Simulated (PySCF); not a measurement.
# C3H9BrOSi: magnetic properties

Programs: PySCF 2.14.0, with routines of our own; each step states its level. All values are computed. Atoms count from 0.

## Step 1: The starting structure

15 atoms, charge 0, multiplicity 1; geometry from: GFN2-xTB.

## Step 2: Optimising the geometry at PBE0-D3(BJ)/def2-SVP

What the job is given:

```
{"job": {"xc": "PBE0", "basis": "def2-SVP", "d3": "d3bj", "grid": 1, "kind": "geom"}, "charge": 0, "multiplicity": 1}
C      1.156607    -0.747084    -0.698977
C      0.302989     0.227999     0.086584
C      0.342027     1.611105    -0.527720
Br     1.124757     0.379384     1.919587
Si    -1.476415    -0.421478     0.418409
O     -1.411610    -1.828216     1.212150
H      1.168946    -1.728947    -0.228620
H      2.184733    -0.394012    -0.788524
H      0.742356    -0.855487    -1.700940
H     -0.207379     2.327941     0.079737
H     -0.120745     1.574293    -1.513477
H      1.366549     1.967395    -0.640888
H     -2.164672     0.616547     1.182020
H     -2.099660    -0.790850    -0.842398
H     -0.912896    -1.930601     2.021145
```

Run with:

```bash
> OMP_NUM_THREADS=1 python excited_run.py task.json out
```

The driver reads the jobs from task.json and runs them one after another.

**Question.** How long does this first job take on 1 thread of Arm Neoverse N1, shared host, and how much memory does it need?

About 65 s, with a peak of 0.64 GiB.
